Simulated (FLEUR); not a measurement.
# BiTe (Fm-3m) in FLEUR: further runs

The runs below take BiTe through equation of state, with PBE.

Everything below comes from runs of FLEUR MaX-R8.1 (later development tree). Logs are shortened: lines on timing, memory, paths and dates and some standing lists are left out, and cuts for length are marked.

## (1) The structure

It takes space group Fm-3m (No. 225, cubic). The conventional cell has a = 6.470 Å, b = 6.470 Å, c = 6.470 Å, α = 90.00°, β = 90.00°, γ = 90.00°. Bi (site symmetry m-3m) has 6 Te at 3.23 Å as nearest neighbours. Te (site symmetry m-3m) has 6 Bi at 3.23 Å as nearest neighbours.

## (2) Equation of state, PBE, 31.82 Å³/atom (volume scaled by 0.94)

Input file inp.xml:

```xml
<?xml version="1.0" encoding="UTF-8" standalone="no"?>
<fleurInput fleurInputVersion="0.39">
   <comment>
      BiTe                                                                                                
   </comment>
   <calculationSetup>
      <cutoffs Kmax="4.1" Gmax="12.7" GmaxXC="12.7" numbands="0"/>
      <scfLoop itmax="60" minDistance="0.00001" maxIterBroyd="15" imix="Anderson" alpha="0.05" precondParam="0.0" spinf="2.0" sdNocoIR="T"/>
      <coreElectrons ctail="T" frcor="F" kcrel="0" coretail_lmax="0"/>
      <xcFunctional name="pbe" relativisticCorrections="F"/>
      <magnetism jspins="1"/>
      <soc l_soc="F" theta="0.0" phi="0.0" spav="F"/>
      <expertModes spex="0" secvar="F"/>
      <geometryOptimization l_f="F" forcealpha="1.0" forcemix="BFGS" epsdisp="0.0005" epsforce="0.0002"/>
      <ldaU l_linMix="F" mixParam="0.05" spinf="1.0"/>
   </calculationSetup>
   <cell>
      <bzIntegration valenceElectrons="43.0" mode="hist" fermiSmearingEnergy="0.00183747">
         <kPointListSelection listName="default-1"/>
         <!-- k-points included here -->
         <xi:include xmlns:xi="http://www.w3.org/2001/XInclude" href="kpts.xml"> </xi:include>
      </bzIntegration>
      <!-- symmetry operations included here -->
      <xi:include xmlns:xi="http://www.w3.org/2001/XInclude" href="sym.xml"> </xi:include>
      <bulkLattice scale="0.9795861087">
         <bravaisMatrix>
            <row-1>    0.0000000000000000     6.1132640130809994     6.1132640130809994</row-1>
            <row-2>    6.1132640130809994     0.0000000000000000     6.1132640130809994</row-2>
            <row-3>    6.1132640130809994     6.1132640130809994     0.0000000000000000</row-3>
         </bravaisMatrix>
      </bulkLattice>
   </cell>
   <atomSpecies>
      <species name="Bismuth (Bi)" element="Bi" atomicNumber="83">
         <mtSphere radius="2.66" gridPoints="879" logIncrement="0.015"/>
         <atomicCutoffs lmax="11" lnonsphr="8"/>
         <electronConfig flipSpins="F">
            <coreConfig>(1s1/2) (2s1/2) (2p1/2) (2p3/2) (3s1/2) (3p1/2) (3p3/2) (4s1/2) (3d3/2) (3d5/2) (4p1/2) (4p3/2) (5s1/2) (4d3/2) (4d5/2) (4f5/2) (4f7/2)</coreConfig>
            <valenceConfig>(5p1/2) (5p3/2) (6s1/2) (5d3/2) (5d5/2) (6p1/2) (6p3/2)</valenceConfig>
            <stateOccupation state="(6p1/2)" spinUp="0.500000" spinDown="0.500000"/>
            <stateOccupation state="(6p3/2)" spinUp="1.000000" spinDown="1.000000"/>
         </electronConfig>
         <energyParameters s="6" p="6" d="5" f="5"/>
         <lo type="SCLO" l="1" n="5" eDeriv="0"/>
         <lo type="SCLO" l="1" n="5" eDeriv="1"/>
         <lo type="SCLO" l="0" n="6" eDeriv="2"/>
         <lo type="SCLO" l="2" n="5" eDeriv="2"/>
         <lo type="SCLO" l="3" n="5" eDeriv="2"/>
      </species>
      <species name="Tellurium (Te)" element="Te" atomicNumber="52">
         <mtSphere radius="2.66" gridPoints="879" logIncrement="0.015"/>
         <atomicCutoffs lmax="11" lnonsphr="8"/>
         <electronConfig flipSpins="F">
            <coreConfig>(1s1/2) (2s1/2) (2p1/2) (2p3/2) (3s1/2) (3p1/2) (3p3/2) (4s1/2) (3d3/2) (3d5/2)</coreConfig>
            <valenceConfig>(4p1/2) (4p3/2) (5s1/2) (4d3/2) (4d5/2) (5p1/2) (5p3/2)</valenceConfig>
            <stateOccupation state="(5p1/2)" spinUp="0.666667" spinDown="0.666667"/>
            <stateOccupation state="(5p3/2)" spinUp="1.333333" spinDown="1.333333"/>
         </electronConfig>
         <energyParameters s="5" p="5" d="5" f="4"/>
         <lo type="SCLO" l="1" n="4" eDeriv="0"/>
         <lo type="SCLO" l="1" n="4" eDeriv="1"/>
         <lo type="SCLO" l="2" n="4" eDeriv="0"/>
         <lo type="SCLO" l="2" n="4" eDeriv="1"/>
         <lo type="SCLO" l="0" n="5" eDeriv="2"/>
         <lo type="SCLO" l="3" n="4" eDeriv="2"/>
      </species>
   </atomSpecies>
   <atomGroups>
      <atomGroup species="Bismuth (Bi)">
         <relPos label="                   1">.0000000000 .0000000000 .0000000000</relPos>
         <force calculate="T" relaxXYZ="TTT"/>
      </atomGroup>
      <atomGroup species="Tellurium (Te)">
         <relPos label="                   2">1.000/2.000 1.000/2.000 1.000/2.000</relPos>
         <force calculate="T" relaxXYZ="TTT"/>
      </atomGroup>
   </atomGroups>
   <output dos="F" band="F" slice="F">
      <checks vchk="F" cdinf="F"/>
      <bandDOS minEnergy="-.5*Htr" maxEnergy="0.5*Htr" sigma="0.015" storeEVData="T"/>
      <vacuumDOS vacdos="F" integ="F" star="F" nstars="0" locx1="0.0" locy1="0.0" locx2="0.0" locy2="0.0" nstm="0" tworkf="0.0"/>
      <unfoldingBand unfoldBand="F" supercellX="1" supercellY="1" supercellZ="1"/>
      <plotting iplot="0" polar="F">
         <plot TwoD="T" vec1="  1.0  0.0  0.0" vec2="  0.0  1.0  0.0" vec3="  0.0  0.0  1.0" zero="  0.0  0.0  0.0" file="plot"/>
      </plotting>
      <chargeDensitySlicing numkpt="0" minEigenval="0.0" maxEigenval="0.0" nnne="0" pallst="F"/>
      <specialOutput eonly="F"/>
      <moessbauerParams electricFieldGradient="T" isomerShift="T" coreHyperfine="T" valenceHyperfine="T"/>
      <magneticCircularDichroism mcd="F" energyLo="-10.0" energyUp="0.0"/>
   </output>
  <!-- We include the file relax.xml here to enable relaxations (see documentation) -->
  <xi:include xmlns:xi="http://www.w3.org/2001/XInclude" href="relax.xml"> <xi:fallback/> </xi:include>
</fleurInput>
```

Potentials or basis: all-electron, FLAPW.

On the command line:

```
$ inpgen -f crystal.txt -profile fastHighL
$ # inp.xml edited to the form shown
$ fleur_MPI
```

What it wrote:

```text
Welcome to FLEUR        (www.flapw.de)
      MaX-Release 8.1          (www.max-centre.eu)

 ========== k-point set info ==========
 Selected k-point list: default-1
 k-point list type: mesh
 7 x 7 x 7
 Number of k points: 20

 ------------Calculation Setup---------------------------
 Number of MPI-tasks      :            1
 Number of PE/node        :            1
 Number of OMP-threads    :            1
 Most efficient MPI parallelization for:
           1           2           4           5          10          20
 Additional eigenvalue parallelization possible
 Number of basis functions:          615
 Approximate size of matrices (H+S) per k-point:         0.006 GB
 --------------------------------------------------------
 Iteration:     1   Distance:       9.06598720 me/bohr^3
 Iteration:     2   Distance:       8.52486048 me/bohr^3
 Iteration:     3   Distance:       2.90730983 me/bohr^3
 Iteration:     4   Distance:       0.66927636 me/bohr^3
 Iteration:     5   Distance:       0.57302137 me/bohr^3
 Iteration:     6   Distance:       0.07634225 me/bohr^3
 Iteration:     7   Distance:       0.02742659 me/bohr^3
 Iteration:     8   Distance:       0.02167194 me/bohr^3
 Iteration:     9   Distance:       0.00213785 me/bohr^3
 Iteration:    10   Distance:       0.00088286 me/bohr^3
 Iteration:    11   Distance:       0.00043272 me/bohr^3
 Iteration:    12   Distance:       0.00007160 me/bohr^3
 Iteration:    13   Distance:       0.00001100 me/bohr^3
 Iteration:    14   Distance:       0.00000735 me/bohr^3

 ********************************************************************
 Run finished successfully
 Stop message:
   all done
 ********************************************************************
```

out.xml (last iteration):

```text
<iteration numberForCurrentRun="   14" overallNumber="   14">
         <energyParameters units="Htr">
            <atomicEP atomType="1" spin="1" branch="6s" branchLowest="-5.36" branchHighest="0.41" value="-0.1318829549"/>
            <atomicEP atomType="1" spin="1" branch="6p" branchLowest="-3.08" branchHighest="1.25" value="0.1907788166"/>
            <atomicEP atomType="1" spin="1" branch="5d" branchLowest="-15.33" branchHighest="-0.51" value="-0.5207037017"/>
            <atomicEP atomType="1" spin="1" branch="5f" branchLowest="-5.17" branchHighest="1.75" value="0.5452506438"/>
            <loAtomicEP atomType="1" spin="1" branch="5p" branchLowest="-24.56" branchHighest="-3.08" value="-3.1542786125"/>
            <loAtomicEP atomType="1" spin="1" branch="5p" branchLowest="-24.56" branchHighest="-3.08" value="-3.1542786125"/>
            <loAtomicEP atomType="1" spin="1" branch="6s" branchLowest="-5.36" branchHighest="0.41" value="-0.1318829549"/>
            <loAtomicEP atomType="1" spin="1" branch="5d" branchLowest="-15.33" branchHighest="-0.51" value="-0.5573711510"/>
            <loAtomicEP atomType="1" spin="1" branch="5f" branchLowest="-5.17" branchHighest="1.75" value="0.5452344440"/>
            <atomicEP atomType="2" spin="1" branch="5s" branchLowest="-5.59" branchHighest="0.33" value="-0.1461929245"/>
            <atomicEP atomType="2" spin="1" branch="5p" branchLowest="-3.75" branchHighest="0.95" value="0.1531327742"/>
            <atomicEP atomType="2" spin="1" branch="5d" branchLowest="-1.07" branchHighest="2.05" value="0.4008006979"/>
            <atomicEP atomType="2" spin="1" branch="4f" branchLowest="-9.99" branchHighest="1.55" value="0.5590902818"/>
            <loAtomicEP atomType="2" spin="1" branch="4p" branchLowest="-29.06" branchHighest="-3.75" value="-3.7657301148"/>
            <loAtomicEP atomType="2" spin="1" branch="4p" branchLowest="-29.06" branchHighest="-3.75" value="-3.7657301148"/>
            <loAtomicEP atomType="2" spin="1" branch="4d" branchLowest="-20.11" branchHighest="-1.07" value="-1.0808994349"/>
            <loAtomicEP atomType="2" spin="1" branch="4d" branchLowest="-20.11" branchHighest="-1.07" value="-1.0808994349"/>
            <loAtomicEP atomType="2" spin="1" branch="5s" branchLowest="-5.59" branchHighest="0.33" value="-0.1461929245"/>
            <loAtomicEP atomType="2" spin="1" branch="4f" branchLowest="-9.99" branchHighest="1.55" value="0.5590902946"/>
         </energyParameters>
         <eigenvalues>
            <eigenvaluesAt spin="1" ikpt="1" k_x="0.00000000" k_y="0.00000000" k_z="0.00000000">
                      -3.7541764998       -3.7541764998       -3.7541764998       -3.0814417974       -3.0814417974
                      -3.0814417974       -1.0840979149       -1.0840979149       -1.0840107476       -1.0840107476
                      -1.0840107476       -0.5621776907       -0.5621776907       -0.5619569030       -0.5619569030
                      -0.5619569030       -0.2234734380        0.0002429777        0.1903137651        0.1903137651
                       0.1903137651        0.3741606754        0.3741606754        0.3741606754        0.4588330182
                       0.4588330182        0.4588330182        0.5243102856        0.5260664052        0.5390631775
                       0.5390631775        0.9205710049        0.9205710049
            </eigenvaluesAt>
            <eigenvaluesAt spin="1" ikpt="2" k_x="0.00000000" k_y="0.00000000" k_z="0.14285714">
                      -3.7541764783       -3.7541764783       -3.7541764640       -3.0814417501       -3.0814417501
                      -3.0814417423       -1.0840950271       -1.0840950271       -1.0840077445       -1.0840059907
                      -1.0840059907       -0.5622209055       -0.5622209055       -0.5619407872       -0.5619029784
                      -0.5619029784       -0.2162200323       -0.0195377822        0.1926265193        0.1926265193
                       0.1990648101        0.3441824257        0.3476021066        0.3476021066        0.4526046887
                       0.4729313107        0.4729313107        0.5688263222        0.5764695536        0.5784964162
[... 56 lines left out ...]
            <state n="3" l="0" j="0.5" energy="-34.9956953278" weight="1.0000000000"/>
            <state n="3" l="1" j="0.5" energy="-30.3769419435" weight="1.0000000000"/>
            <state n="3" l="1" j="1.5" energy="-28.4966128946" weight="2.0000000000"/>
            <state n="4" l="0" j="0.5" energy="-5.5907581804" weight="1.0000000000"/>
            <state n="3" l="2" j="1.5" energy="-20.3525911396" weight="2.0000000000"/>
            <state n="3" l="2" j="2.5" energy="-19.9593936135" weight="3.0000000000"/>
         </coreStates>
         <allElectronCharges>
            <spinDependentCharge spin="1" total="135.0000000" interstitial="4.0959377" mtSpheres="130.9040623"/>
            <totalCharge value="134.9999999996"/>
         </allElectronCharges>
         <moessbauerParams unitsHFF="kG" unitsIS="e/bohr^3" unitsEFG="Htr/bohr^2">
            <coreIsomerShift atomType="1" isTotal="3261214.53951">
               <shell n="1" l="0" isomerShift="2672182.44729"/>
               <shell n="2" l="0" isomerShift="416471.66616"/>
               <shell n="2" l="1" isomerShift="34144.49281"/>
               <shell n="3" l="0" isomerShift="96614.84793"/>
               <shell n="3" l="1" isomerShift="8898.75259"/>
               <shell n="4" l="0" isomerShift="25125.31405"/>
               <shell n="3" l="2" isomerShift="0.00373"/>
               <shell n="4" l="1" isomerShift="2289.09348"/>
               <shell n="5" l="0" isomerShift="5487.92043"/>
               <shell n="4" l="2" isomerShift="0.00105"/>
               <shell n="4" l="3" isomerShift="0.00000"/>
            </coreIsomerShift>
            <coreIsomerShift atomType="2" isTotal="232178.38338">
               <shell n="1" l="0" isomerShift="201660.31422"/>
               <shell n="2" l="0" isomerShift="24008.84008"/>
               <shell n="2" l="1" isomerShift="632.51393"/>
               <shell n="3" l="0" isomerShift="4745.13651"/>
               <shell n="3" l="1" isomerShift="135.56139"/>
               <shell n="4" l="0" isomerShift="996.01722"/>
               <shell n="3" l="2" isomerShift="0.00003"/>
            </coreIsomerShift>
            <isomerShift atomType="1" nucleusRadius="0.0001402" averageDensity="3261908.22934"/>
            <isomerShift atomType="2" nucleusRadius="0.0001189" averageDensity="232300.66603"/>
            <electricFieldGradient atomType="1" VXX="0.00000" VYY="0.00000" VZZ="0.00000" asymParam="0.00000">
            </electricFieldGradient>
            <electricFieldGradient atomType="2" VXX="0.00000" VYY="0.00000" VZZ="0.00000" asymParam="0.00000">
            </electricFieldGradient>
         </moessbauerParams>
         <totalEnergy                                    value="   -28377.9667055728" units="Htr">
            <sumOfEigenvalues                            value="   -17497.5390726970">
               <coreElectrons value="-17440.8196918370"/>
               <valenceElectrons value="-56.7193808600"/>
            </sumOfEigenvalues>
            <densityCoulombPotentialIntegral value="-49174.6989628330"/>
            <densityEffectivePotentialIntegral value="-49926.5348556783"/>
            <chargeDenXCDenIntegral value="-574.8837300821"/>
            <FockExchangeEnergyValence value="0.0000000000"/>
            <FockExchangeEnergyCore value="0.0000000000"/>
            <atomTypeDependentContributions atomType="1">
               <electronNucleiInteractionDifferentMTs value="27335.0058257895"/>
               <MadelungTerm value="-43.4231602782"/>
            </atomTypeDependentContributions>
            <atomTypeDependentContributions atomType="2">
               <electronNucleiInteractionDifferentMTs value="8241.1515122679"/>
               <MadelungTerm value="-25.1487787198"/>
            </atomTypeDependentContributions>
            <tkbTimesEntropy value="0.0007830037"/>
            <freeEnergy value="-28377.9674885765"/>
            <extrapolationTo0K value="-28377.9670970746"/>
         </totalEnergy>
         <densityConvergence units="me/bohr^3">
            <chargeDensity spin="1" distance="0.0000073509"/>
         </densityConvergence>
      </iteration>
```

Wall time 43 s (1 thread of Arm Neoverse V1, shared host); peak memory 0.07 GiB.

Results:

```yaml
Free_energy: -772203.8342 eV
Band_gap_on_the_k_mesh: none (metal or under the smearing width)
Valence_electrons_inside_the_program's_atomic_spheres: Bi 18.80; Te 20.10 (radii Bi 2.66, Te 2.66 bohr)
```

Caveat: spin-orbit coupling is left out, which moves the levels of the heavy elements.

(Continued in part 2 of 2.)
